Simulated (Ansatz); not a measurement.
# BGeNH+ (quintet): the correlation ladder, cc-pVDZ

An exercise on one series of results from a longer session: the logs are not shown, and one member is left open.

Method: cc-pVDZ, core rule «outside noble gas», up to 16 orbitals frozen; program: Ansatz 0.2.0, Gaussian basis.

To be run: UHF; CCSD(T) on ROHF; CCSD(T) on UHF; BCCD(T) on ROHF; CISD as a restricted active space (open shells left free, so some higher excitations enter); CCSDT(Q) on ROHF; CCSDT(Q) on UHF; CASSCF and NEVPT2, 12 electrons in 11 orbitals.

27 further runs of the same task are left out: 14 that didn't finish, 13 set aside as unsound or not needed. Runs told in other sessions of the task aren't counted.

## The geometry

The geometry is a PBE0/def2-TZVP stationary point (not a proven minimum) of the parent state, kept for this charge and spin. No spin-orbit coupling is included. The filled d shell of Ge may be among the frozen orbitals whatever the setting's name suggests.

4 atoms, charge 1, spin multiplicity 5.

Atoms are counted from 1 here; the program's logs count them from 0.

Bond lengths: Ge1–B2 1.973 Å, B2–N3 1.239 Å, N3–H4 0.992 Å. Angles: Ge1–B2–N3 180.0°, B2–N3–H4 180.0°.

Set-up of the first run:

Contents of in.yaml:

```yaml
crystal:
  periodic: [false, false, false]
  atoms:
    - {symbol: Ge, position_ang: [0.000000, 0.000000, -2.347399]}
    - {symbol: B, position_ang: [0.000000, 0.000000, -0.374442]}
    - {symbol: N, position_ang: [0.000000, 0.000000, 0.865005]}
    - {symbol: H, position_ang: [0.000000, 0.000000, 1.856836]}
basis:
  gaussian: {orbitals: cc-pVDZ}
total_charge: 1
magnetization: {spin_polarized: true, initial_magnetization: 4}
hamiltonian: {xc: hf}
output: {orbitals: {seedname: orbitals}}
```

Launch:

```
ansatz run in.yaml --threads 1 --pin off --events-out ev --progress --plain --max-ram 2393MiB
```

Steps of the session up to this table: UHF; CCSD(T) on ROHF; CCSD(T) on UHF; BCCD(T) on ROHF; CISD as a restricted active space (open shells left free, so some higher excitations enter); CCSDT(Q) on ROHF; CCSDT(Q) on UHF; CASSCF and NEVPT2, 12 electrons in 11 orbitals.

One table of the session follows, with a row left open; its other results are not shown here.

```
   method  from RCCSDT(Q) (meV)
     ROHF               +7206.0
      UHF               +7051.5
     RMP2               +1190.0
     UMP2               +1169.4
     CISD                +792.0
    RCCSD                +287.9
    UCCSD                +264.6
 RCCSD(T)                 +58.6
 UCCSD(T)                 +38.7
  BCCD(T)                     ?
   RCCSDT                 +16.0
   UCCSDT                  -4.2
RCCSDT(Q)                     0
UCCSDT(Q)                 -21.0
```

Q: Estimate the row for BCCD(T) from the others.

**Answer.** from RCCSDT(Q) (meV): +57.1. In the column «from RCCSDT(Q) (meV)» it lies between UCCSD(T) (+38.7) and RCCSD(T) (+58.6).

Left out of the table: CASSCF frontier, NEVPT2 frontier (the active space lost an orbital or holds another state than full CI finds).

To keep in mind: Restricted and unrestricted rows rest on different reference determinants; a gap between their highest levels can come from leftover correlation error, from unlike frozen cores or from another state. Warnings in the runs' records: passed over end.
